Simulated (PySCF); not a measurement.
# C₃H₁₀FGeN: electronic excitations

What electronic excitations should C₃H₁₀FGeN (`C[NH][Ge@@H]([CH3])[CH2]F`) show?

Programs: PySCF 2.14.0, with density-fitted response routines of our own. Each step states its level of theory. These are calculated values for one molecule in the gas phase, unless marked as measured. Atoms count from 0, in the outputs and in this text.

**1. Starting geometry**

16 atoms, charge 0, multiplicity 1; geometry from: GFN2-xTB.

Bonds of the start (Å): C0–N1 1.45, N1–Ge2 1.82, Ge2–C3 1.97, Ge2–C4 2.02, C4–F5 1.38, C0–H6 1.10, C0–H7 1.09, C0–H8 1.09, N1–H9 1.01, Ge2–H10 1.52, C3–H11 1.09, C3–H12 1.09, C3–H13 1.09, C4–H14 1.09, C4–H15 1.09.

**2. TDDFT and polarisability: PBE0/def2-SVPD**

What the job is given:

```
{"job": {"kind": "uv", "xc": "PBE0", "basis": "def2-SVPD", "nstates": 8, "ntriplets": 3}, "charge": 0, "multiplicity": 1}
C      2.381758    -0.311160    -0.124047
N      1.053084    -0.873987     0.047105
Ge    -0.446630     0.002555    -0.497323
C     -1.981400    -1.178286    -0.136715
C     -0.733362     1.797224     0.394072
F     -0.899901     1.573167     1.747150
H      2.641951     0.433372     0.636417
H      2.428497     0.166768    -1.101884
H      3.125500    -1.109695    -0.093812
H      0.975993    -1.333399     0.945055
H     -0.201307     0.280432    -1.967535
H     -1.802040    -2.169187    -0.542905
H     -2.887152    -0.779819    -0.584333
H     -2.143278    -1.265721     0.934592
H      0.115831     2.475206     0.287479
H     -1.635141     2.301472     0.045273
```

Level: TDDFT PBE0/def2-SVPD, vertical, gas phase, core orbitals frozen in the response.

On the command line:

```
$ OMP_NUM_THREADS=1 python probes_run.py task.json out
```

One launch serves the whole session: the jobs run in the order shown.

Predict these results of the whole session: lowest singlet (PBE0/def2-SVPD); brightest single state of those computed; lowest triplet; surface potential, 1st and 99th percentile.

As calculated:

| quantity | value |
| --- | --- |
| lowest singlet (PBE0/def2-SVPD) | 5.74 eV (216 nm), f = 0.014 |
| brightest single state of those computed | state 6, 7.14 eV, f = 0.033 |
| lowest triplet | 5.45 eV |
| surface potential, 1st and 99th percentile | -1.18 V and 1.20 V |

**Reading.** The first singlet state (HOMO→LUMO 0.85) lies at 5.74 eV and is weak; of the 8 states computed, the strongest absorption comes from states 7 to 8 together at 7.63 eV (the last computed, so partners may be missing). The lowest triplet lies 0.29 eV below the lowest singlet (triplets in Tamm-Dancoff, singlets in full TDDFT). States above −ε(HOMO) lie where TDDFT describes them poorly and they hang on the basis; the brightest is among them.
